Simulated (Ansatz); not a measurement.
# CH3FSZn: up Jacob's ladder to CCSD(T)

How much do the methods differ for CH3FSZn? The plan is to run it at one geometry with functionals of several rungs and with coupled cluster, and see how far each lands from CCSD(T) at the basis-set limit for the atomisation energy.

Method: functionals in def2-TZVPP, the program's frozen cores in correlated methods; program: Ansatz 0.2.0, Gaussian basis.

The runs, in order: LDA (SPW92), PBE-D4, revPBE-D4, BLYP-D4, r2SCAN-D4, B97M-V, PBE0-D4, B3LYP-D4, r2SCANh-D4, r2SCAN0-D4, HSE06-D4, BHLYP-D4, CAM-B3LYP-D4, LC-ωPBE, ωB97X-V, ωB97M-V, B2PLYP, PBE-QIDH; CCSD(T)/def2-SVP; CCSD(T)/def2-TZVPP; MP2/def2-QZVPP; extrapolation to the limit; RPA on PBE.

### Step 1. The geometry

An earlier PBE0-D4 in a triple-zeta def2 set relaxation fixed the geometry.

SMILES `C[S][Zn][F]`, 7 atoms, charge 0, spin multiplicity 1.

Atoms are counted from 1 here; the program's logs count them from 0.

Bond lengths: C1–S2 1.824 Å, C1–H5 1.089 Å, C1–H6 1.090 Å, C1–H7 1.089 Å, S2–Zn3 2.141 Å, Zn3–F4 1.750 Å. Angles: S2–C1–H5 111.9°, S2–C1–H6 105.8°, S2–C1–H7 111.9°, H5–C1–H6 108.5°, H5–C1–H7 110.1°, H6–C1–H7 108.5°, C1–S2–Zn3 102.3°, S2–Zn3–F4 179.3°.

### Step 2. LDA

This LDA is Slater exchange with PW92 correlation.

Input file in.yaml:

```yaml
crystal:
  periodic: [false, false, false]
  atoms:
    - {symbol: C, position_ang: [-0.488144, 1.026822, -0.216333]}
    - {symbol: S, position_ang: [1.129228, 0.494828, 0.439198]}
    - {symbol: Zn, position_ang: [0.950992, -1.638305, 0.413776]}
    - {symbol: F, position_ang: [0.825542, -3.383726, 0.400935]}
    - {symbol: H, position_ang: [-1.309208, 0.709552, 0.424151]}
    - {symbol: H, position_ang: [-0.459674, 2.116368, -0.228011]}
    - {symbol: H, position_ang: [-0.648736, 0.674461, -1.233717]}
basis:
  gaussian: {orbitals: def2-TZVPP}
hamiltonian: {xc: lda}
output: {orbitals: {seedname: orbitals}}
```

Run with:

```
> ansatz run in.yaml --threads 4 --pin off --events-out ev --progress --plain --max-ram 10444MiB
```

The runs that follow: PBE-D4 (GGA); revPBE-D4 (GGA); BLYP-D4 (GGA); r2SCAN-D4 (meta-GGA); B97M-V (meta-GGA); PBE0-D4 (hybrid); B3LYP-D4 (hybrid); r2SCANh-D4 (hybrid); r2SCAN0-D4 (hybrid); HSE06-D4 (hybrid); BHLYP-D4 (hybrid); CAM-B3LYP-D4 (range-separated); LC-ωPBE (range-separated); ωB97X-V (range-separated); ωB97M-V (range-separated); B2PLYP (double hybrid); PBE-QIDH (double hybrid); CCSD(T) in def2-SVP; CCSD(T) in def2-TZVPP; MP2 in def2-QZVPP; RPA on PBE orbitals.

Q: Predict the results of all the runs planned. Wanted: atomisation energy, CCSD(T)/CBS; farthest beyond LDA; mean size of error, GGA; mean size of error, meta-GGA; mean size of error, hybrid; mean size of error, range-separated; mean size of error, double hybrid; gap, smallest and largest; T1 diagnostic.

As calculated:

| quantity | value |
| --- | --- |
| atomisation energy, CCSD(T)/CBS | 2228.8 kJ/mol |
| functionals within 11.1 kJ/mol (0.5 %) | B97M-V, PBE0-D4, r2SCANh-D4, HSE06-D4, LC-ωPBE, ωB97X-V, ωB97M-V |
| farthest beyond LDA | BHLYP-D4 (-103.0 kJ/mol) |
| mean size of error, GGA | 34.0 kJ/mol |
| mean size of error, meta-GGA | 11.4 kJ/mol |
| mean size of error, hybrid | 31.9 kJ/mol |
| mean size of error, range-separated | 9.1 kJ/mol |
| mean size of error, double hybrid | 29.4 kJ/mol |
| gap, smallest and largest | 3.71 eV (BLYP-D4), 10.74 eV (LC-ωPBE) |
| T1 diagnostic | 0.0154 |
| triples share of the correlation energy | 3.4 % |

The LDA atomisation energy is off by 337.9 kJ/mol (15 %): it overbinds. PBE-D4 is off by +35.5 kJ/mol. Double hybrids carry the basis error of their MP2 part in triple zeta, and no dispersion term here, so their miss is partly the set-up's. By mean error the best rung here is range-separated (9.1 kJ/mol) and the worst beyond LDA is GGA (34.0 kJ/mol). The gap between the best rungs is small, so their order is not settled. The reference freezes the cores and leaves out relativity and excitations past (T), so misses under about 11.1 kJ/mol can't be ranked. Hartree-Fock recovers 71 % of the binding; the rest is correlation. CCSD(T) in def2-SVP is off by -168.1 kJ/mol, worse than the median functional, from the basis alone. The gap grows from 3.7 to 10.7 eV across the functionals, mostly with the share of exact exchange. For Zn the d shell is correlated and the shells below it are frozen.
